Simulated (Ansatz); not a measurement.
## Se, space group Pm-3m: cell relaxations under several functionals, step by step

Computed with the Python package of Ansatz (0.2.0).

Run as a notebook:

```python
import warnings

import ansatz
from ase import Atoms
import numpy as np
```

```python
params = {
    'filling': 'cold',
    'width_ev': 0.1,
    'force_tol': 0.03,
}

def edges_and_angles(cell):
    cell = np.asarray(cell)
    a, b, c = np.linalg.norm(cell, axis=1)
    cosines = cell[1] @ cell[2] / (b * c), cell[0] @ cell[2] / (a * c), cell[0] @ cell[1] / (a * b)
    return (a, b, c, *np.degrees(np.arccos(cosines)))
```

```python
warnings.simplefilter('ignore', ansatz.DeckWarning)
```

```python
atoms = Atoms(
    ['Se'],
    scaled_positions=[
        [0.0, 0.0, 0.0],
    ],
    cell=[
        [2.810563, 0.0, 0.0],
        [0.0, 2.810563, 0.0],
        [0.0, 0.0, 2.810563],
    ],
    pbc=True,
)
system = ansatz.Crystal.from_ase(atoms)

model = system.calculation()
model = model.pseudopotentials('paw', azcp={'folder': 'soft_1'})
model = model.occupations(params['filling'], width=params['width_ev'])
model = model.kpoints(12, center='gamma')
model = model.relax(cell=True, force_tolerance=params['force_tol'])
```

```python
levels = [('pbesol', 'd3bj'), ('lda', 'none'), ('pbesol', 'none')]
print('level            a       b       c    alpha   beta  gamma  V/atom  steps')
for name, dispersion in levels:
    seen = []
    run = model.functional(name, dispersion=dispersion).session().plan()
    out = run.execute(on_event=lambda e: seen.append(e) if e['event'] == 'relax_step' else None)
    cell = out.lattice.cell_ang
    label = name if dispersion == 'none' else f'{name}+{dispersion}'
    print('{:13s} {:7.4f} {:7.4f} {:7.4f} {:6.2f} {:6.2f} {:6.2f}'.format(label, *edges_and_angles(cell)), f'{abs(np.linalg.det(cell)) / len(out.lattice.sites):7.3f} {len(seen):5d}')
```

    level            a       b       c    alpha   beta  gamma  V/atom  steps
    pbesol+d3bj    2.7587  2.7587  2.7587  90.00  90.00  90.00  20.994     5
    lda            2.7703  2.7703  2.7703  90.00  90.00  90.00  21.260     5
    pbesol         2.7872  2.7872  2.7872  90.00  90.00  90.00  21.652     5

From smallest to largest: PBEsol+D3BJ (20.99 Å³ an atom, -5.4 % against the start), LDA (21.26 Å³ an atom, -4.2 % against the start) and PBEsol (21.65 Å³ an atom, -2.5 % against the start). The spread is 3.1 % in volume.

What to keep in mind:
- Dispersion corrections can be off by several per cent in the lattices of metals, and by several GPa in the pressure at a fixed cell.
- The PAW files read here were made with PBE, not with each functional that runs on them.
- This isn't the structure that Se takes at ambient conditions.
- The script silences the warnings on its input, which a real study should read.
- The whole script took 26 s on 1 thread of Intel(R) Xeon(R) Processor @ 2.30GHz, on a shared host, peak memory 0.51 GiB.
